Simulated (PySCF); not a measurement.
# C7H8FN: excited states, first hyperpolarisability

What do calculations give for the excited states, first hyperpolarisability of C7H8FN (`CNc1ccc(F)cc1`)?

Programs: PySCF 2.14.0, with routines of our own; each step states its level. All values are computed. Atoms count from 0.

## 1. The starting structure

17 atoms, charge 0, multiplicity 1; geometry from: GFN2-xTB.

## 2. Optimising the geometry at PBE0-D3(BJ)/def2-SVP

What the job is given:

```
{"job": {"xc": "PBE0", "basis": "def2-SVP", "d3": "d3bj", "grid": 2, "kind": "geom"}, "charge": 0, "multiplicity": 1}
C      2.644658     0.060930    -0.081980
N      1.527104    -0.810775     0.180752
C      0.235507    -0.349443     0.281284
C     -0.064128     1.003627     0.462563
C     -1.371619     1.420959     0.623446
C     -2.388860     0.487314     0.599308
F     -3.672141     0.898448     0.751936
C     -2.127082    -0.858825     0.417532
C     -0.820450    -1.268823     0.258290
H      2.762539     0.768866     0.739781
H      2.530948     0.624905    -1.016302
H      3.549605    -0.539409    -0.145024
H      1.610841    -1.744155    -0.191139
H      0.724503     1.737666     0.480589
H     -1.605559     2.464558     0.763094
H     -2.940864    -1.566387     0.399899
H     -0.602002    -2.317427     0.115524
```

On the command line:

```
> OMP_NUM_THREADS=1 python excited_run.py task.json out
```

The driver reads the jobs from task.json and runs them one after another.

Log:

```text
step   0  E = -425.37277651  max force = 0.019522
step   1  E = -425.37443341  max force = 0.003274
step   2  E = -425.37445461  max force = 0.001867
step   3  E = -425.37442725  max force = 0.002230
step   4  E = -425.37447360  max force = 0.000999
step   5  E = -425.37447070  max force = 0.001217
step   6  E = -425.37448316  max force = 0.000203
optimisation converged
```

Run time: 2.3 min. Hardware: 1 thread of Intel Xeon Platinum 8259CL at 2.50GHz, shared host; peak memory 0.78 GiB.

The steps of the relaxation:

```csv
step,energy from step 0 (eV),largest force component (eV/Å)
0,0.0000,1.0039
1,-0.0451,0.1684
2,-0.0457,0.0960
3,-0.0449,0.1147
4,-0.0462,0.0514
5,-0.0461,0.0626
6,-0.0464,0.0104
```

Close pairs (by a distance rule), those that changed most:

```csv
bond,before (Å),after (Å),change (Å)
C5–F6,1.356,1.338,-0.019
C7–H15,1.079,1.092,+0.013
C4–H14,1.079,1.092,+0.013
C8–H16,1.081,1.094,+0.013
C3–H13,1.078,1.091,+0.013
C0–H9,1.091,1.103,+0.012
C3–C4,1.382,1.394,+0.012
C0–H10,1.097,1.109,+0.012
```

The final coordinates are the input of the step that follows.

```csv
at the end point,value
point group (found at 0.08 Å tolerance),C1
"rotational constants (GHz, main isotopes)","4.840, 0.952, 0.801"
dipole moment (D),3.34
```

## 3. Excited states: TDA CAM-B3LYP/def2-TZVP

What the job is given:

```
{"job": {"kind": "states", "xc": "CAM-B3LYP", "basis": "def2-TZVP", "tda": true, "soc": true, "nstates": 6, "ntriplets": 5, "nquad": 4}, "charge": 0, "multiplicity": 1}
C      3.000507     0.053009    -0.056916
N      1.891085    -0.829658     0.147366
C      0.595245    -0.375609     0.264302
C      0.292847     0.988822     0.422095
C     -1.025596     1.415539     0.572607
C     -2.056957     0.489786     0.556327
F     -3.322025     0.901918     0.693672
C     -1.789764    -0.865120     0.392498
C     -0.476151    -1.290583     0.249533
H      3.135422     0.730651     0.803134
H      2.905738     0.682678    -0.964765
H      3.921578    -0.538618    -0.147673
H      1.987731    -1.764733    -0.221594
H      1.091040     1.731866     0.429899
H     -1.260625     2.474505     0.697422
H     -2.617677    -1.576848     0.379717
H     -0.266996    -2.357157     0.127997
```

With the program's defaults for keys left out, this is: TDA CAM-B3LYP/def2-TZVP excited states, vertical, gas phase, spin-orbit mean-field couplings.

Log:

```text
coarse grid: 14712 points
cycle   1  E = -426.0592208018  dE =  1.741e+00  |g| = 5.399e-01  |ddm| = 6.031e+00
cycle   2  E = -426.0681861858  dE = -8.965e-03  |g| = 5.723e-01  |ddm| = 2.215e+00
cycle   3  E = -426.1163850493  dE = -4.820e-02  |g| = 7.313e-02  |ddm| = 1.241e+00
cycle   4  E = -426.1171190842  dE = -7.340e-04  |g| = 3.642e-02  |ddm| = 1.052e-01
cycle   5  E = -426.1174136554  dE = -2.946e-04  |g| = 7.010e-03  |ddm| = 4.141e-02
cycle   6  E = -426.1174232057  dE = -9.550e-06  |g| = 2.748e-03  |ddm| = 1.294e-02
final grid: 144032 points
cycle   7  E = -426.1089258109  dE = -6.177e-05  |g| = 4.666e-03  |ddm| = 9.010e-02
cycle   8  E = -426.1089252459  dE =  5.651e-07  |g| = 4.962e-03  |ddm| = 9.663e-03
cycle   9  E = -426.1089304881  dE = -5.242e-06  |g| = 7.535e-04  |ddm| = 4.564e-03
cycle  10  E = -426.1089305898  dE = -1.017e-07  |g| = 2.835e-04  |ddm| = 1.197e-03
cycle  11  E = -426.1089306078  dE = -1.805e-08  |g| = 6.235e-05  |ddm| = 4.095e-04
cycle  12  E = -426.1089306087  dE = -8.663e-10  |g| = 1.977e-05  |ddm| = 1.274e-04
converged SCF energy = -426.1089306087

Singlet excitations
state   eV       nm        f     d(h-e)  d(exc)  Lambda  PR(NTO)  |dmu|/D   mu/D   main configurations
  1   4.7126   263.1   0.07522   0.697   3.006   0.641   1.280    2.063    5.301   H->L 0.87, H-1->L+1 0.11
  2   5.6353   220.0   0.01692   1.968   3.596   0.435   1.046    7.884    5.157   H->L+2 0.74, H->L+1 0.14
  3   5.8445   212.1   0.19244   0.355   3.032   0.724   1.440    0.733    4.020   H->L+1 0.65, H-1->L 0.15, H->L+2 0.15
  4   6.4204   193.1   0.01844   2.069   3.899   0.357   1.041    7.744    6.593   H->L+3 0.89
  5   6.7391   184.0   0.00317   0.832   3.779   0.350   1.069                     H->L+4 0.90
  6   7.1088   174.4   0.09669   0.939   3.126   0.569   2.033                     H-2->L 0.48, H-1->L+1 0.42

Triplet excitations (Tamm-Dancoff)
state   eV     d(h-e)  d(exc)  Lambda  PR(NTO)   main configurations
  1   3.5705   0.513   2.871   0.645   1.012   H->L 0.94
  2   3.8718   0.215   2.667   0.783   1.440   H->L+1 0.73, H-1->L 0.17
  3   4.6257   0.127   2.647   0.864   1.496   H-1->L 0.78, H->L+1 0.20
  4   5.4502   2.016   3.515   0.376   1.027   H->L+2 0.81
  5   5.9215   0.061   2.660   0.621   1.050   H-1->L+1 0.94
S1 - T1 = 1.1421 eV

Spin-orbit couplings |<S|Hso|T>| (cm-1)
             T1       T2       T3       T4       T5
S0        0.555    0.283    0.349   10.973    0.191
S1        0.108    0.215    0.064    0.659    0.061
S2        0.539    2.291    1.085    0.653    0.228
S3        0.411    0.939    0.487    2.086    0.196
S4        2.062    2.497    1.504    0.500    0.275
S5        0.228    2.120    1.110    0.648    0.345
S6        0.704    0.137    0.288    0.178    0.075
T1 sublevels (cm-1): 0.000 0.000 0.000   radiative rates (1/s): 0.242 0.00425 0.00428
```

It took 2 min on 1 thread of Intel Xeon Platinum 8259CL at 2.50GHz, shared host; peak memory 1.4 GiB.

Key values:

| quantity | value |
| --- | --- |
| S1 less T1 | 1.14 eV |

## 4. Excited states: TDDFT CAM-B3LYP/aug-cc-pVDZ

The job, as its differences from that of step 3:

```diff
@@ -1,2 +1,2 @@
-{"job": {"kind": "states", "xc": "CAM-B3LYP", "basis": "def2-TZVP", "tda": true, "soc": true, "nstates": 6, "ntriplets": 5, "nquad": 4}, "charge": 0, "multiplicity": 1}
+{"job": {"kind": "states", "xc": "CAM-B3LYP", "basis": "aug-cc-pVDZ", "tpa": true, "nstates": 8, "nquad": 6, "ntriplets": 0}, "charge": 0, "multiplicity": 1}
 C      3.000507     0.053009    -0.056916
```

Method: TDDFT CAM-B3LYP/aug-cc-pVDZ excited states, vertical, gas phase, two-photon moments by quadratic response.

Log:

```text
coarse grid: 14712 points
cycle   1  E = -425.9134884117  dE =  1.795e+00  |g| = 4.863e-01  |ddm| = 3.600e+01
cycle   2  E = -425.9242995457  dE = -1.081e-02  |g| = 4.998e-01  |ddm| = 4.417e+00
cycle   3  E = -425.9652472717  dE = -4.095e-02  |g| = 6.742e-02  |ddm| = 1.655e+00
cycle   4  E = -425.9659524307  dE = -7.052e-04  |g| = 3.234e-02  |ddm| = 3.673e-01
cycle   5  E = -425.9662008781  dE = -2.484e-04  |g| = 6.585e-03  |ddm| = 2.275e-01
cycle   6  E = -425.9662101472  dE = -9.269e-06  |g| = 2.409e-03  |ddm| = 4.641e-02
final grid: 144032 points
cycle   7  E = -425.9895045237  dE = -2.937e-05  |g| = 3.854e-03  |ddm| = 6.176e-01
cycle   8  E = -425.9895039457  dE =  5.780e-07  |g| = 4.384e-03  |ddm| = 7.439e-02
cycle   9  E = -425.9895081545  dE = -4.209e-06  |g| = 5.440e-04  |ddm| = 1.953e-02
cycle  10  E = -425.9895082145  dE = -6.001e-08  |g| = 1.826e-04  |ddm| = 3.872e-03
cycle  11  E = -425.9895082231  dE = -8.572e-09  |g| = 5.076e-05  |ddm| = 1.585e-03
cycle  12  E = -425.9895082237  dE = -6.160e-10  |g| = 1.692e-05  |ddm| = 3.601e-04
converged SCF energy = -425.9895082237

Singlet excitations
state   eV       nm        f     d(h-e)  d(exc)  Lambda  PR(NTO)  |dmu|/D   mu/D   delta(TPA)   sigma/GM   main configurations
  1   4.4891   276.2   0.05255   0.545   3.152   0.568   1.271    1.762    4.806       17.92      0.132   H->L+2 0.83
  2   4.6988   263.9   0.00434   2.155   4.465   0.259   1.038    9.490    6.695       27.86      0.225   H->L 0.77, H->L+2 0.09
  3   5.2031   238.3   0.01717   1.924   4.782   0.237   1.037    7.960    7.101       92.59      0.918   H->L+1 0.75
  4   5.4315   228.3   0.12076   0.312   3.506   0.546   1.322    0.784    3.905      111.28      1.203   H->L+7 0.53, H->L+4 0.21, H-1->L+2 0.08
  5   5.4740   226.5   0.00092   1.146   5.226   0.178   1.042    5.118    5.487       26.94      0.296   H->L+3 0.82, H->L+1 0.08
  6   5.8773   211.0   0.05935   1.834   4.869   0.388   1.057    8.096    5.919      264.33      3.345   H->L+4 0.38, H->L+7 0.29, H->L+5 0.19
  7   5.9807   207.3   0.01364   0.423   5.272   0.218   1.042                                            H->L+5 0.48, H->L+6 0.17, H->L+8 0.12
  8   6.0220   205.9   0.00456   0.531   5.168   0.226   1.054                                            H->L+6 0.32, H->L+4 0.20, H->L+5 0.15
```

Wall time 1.9 min (1 thread of Intel Xeon Platinum 8259CL at 2.50GHz, shared host); peak memory 1.2 GiB.

## 5. First hyperpolarisability: quadratic response CAM-B3LYP/aug-cc-pVDZ

The job, as its differences from that of step 4:

```diff
@@ -1,2 +1,2 @@
-{"job": {"kind": "states", "xc": "CAM-B3LYP", "basis": "aug-cc-pVDZ", "tpa": true, "nstates": 8, "nquad": 6, "ntriplets": 0}, "charge": 0, "multiplicity": 1}
+{"job": {"kind": "beta", "xc": "CAM-B3LYP", "basis": "aug-cc-pVDZ"}, "charge": 0, "multiplicity": 1}
 C      3.000507     0.053009    -0.056916
```

Level: quadratic response CAM-B3LYP/aug-cc-pVDZ first hyperpolarisability, Taylor convention, gas phase.

Log:

```text
coarse grid: 14712 points
cycle   1  E = -425.9134884117  dE =  1.795e+00  |g| = 4.863e-01  |ddm| = 3.600e+01
cycle   2  E = -425.9242995457  dE = -1.081e-02  |g| = 4.998e-01  |ddm| = 4.417e+00
cycle   3  E = -425.9652472717  dE = -4.095e-02  |g| = 6.742e-02  |ddm| = 1.655e+00
cycle   4  E = -425.9659524307  dE = -7.052e-04  |g| = 3.234e-02  |ddm| = 3.673e-01
cycle   5  E = -425.9662008781  dE = -2.484e-04  |g| = 6.585e-03  |ddm| = 2.275e-01
cycle   6  E = -425.9662101472  dE = -9.269e-06  |g| = 2.409e-03  |ddm| = 4.641e-02
final grid: 144032 points
cycle   7  E = -425.9895045237  dE = -2.937e-05  |g| = 3.854e-03  |ddm| = 6.176e-01
cycle   8  E = -425.9895039457  dE =  5.780e-07  |g| = 4.384e-03  |ddm| = 7.439e-02
cycle   9  E = -425.9895081545  dE = -4.209e-06  |g| = 5.440e-04  |ddm| = 1.953e-02
cycle  10  E = -425.9895082145  dE = -6.001e-08  |g| = 1.826e-04  |ddm| = 3.872e-03
cycle  11  E = -425.9895082231  dE = -8.570e-09  |g| = 5.076e-05  |ddm| = 1.585e-03
cycle  12  E = -425.9895082237  dE = -6.154e-10  |g| = 1.692e-05  |ddm| = 3.601e-04
converged SCF energy = -425.9895082237

Lowest singlets (eV, f): 4.4891 0.0525  4.6988 0.0043  5.2032 0.0172

First hyperpolarisability (au)
process     nm      |vector|   parallel      HRS      DR
static         -      111.79      23.75      61.55   2.731
shg       1907.0      122.89      29.68      66.76   2.782
eope      1907.0      115.30      25.62          -       -
shg       1064.0      154.96      46.88      81.34   2.934
eope      1064.0      123.74      30.13          -       -
```

It took 86 s on 1 thread of Intel Xeon Platinum 8259CL at 2.50GHz, shared host; peak memory 1.2 GiB.

## 6. Outcome

| quantity | value |
| --- | --- |
| point group | C1 |
| rotational constants (main isotopes) | 4.84, 0.95, 0.80 GHz |
| S1 less T1 (step 3, TDA CAM-B3LYP/def2-TZVP) | 1.14 eV |
| β vector (step 5, quadratic response CAM-B3LYP/aug-cc-pVDZ) | static 112, SHG 1907.0 nm 123, SHG 1064.0 nm 155 au |

The optimisation took 6 steps and gained 0.046 eV; among the close pairs (by a distance rule), C5–F6 changed most, from 1.356 to 1.338 Å. No frequency check was run at this level, so the end point may be a saddle. In step 3, the number of triplets below S1 is 3, and the largest singlet-triplet spin-orbit coupling is S0–T4, 10.97 cm⁻¹. β grows from 112 au (static) to 155 au for doubling at 1064.0 nm: normal dispersion, which grows as twice the photon energy moves toward the bright states.
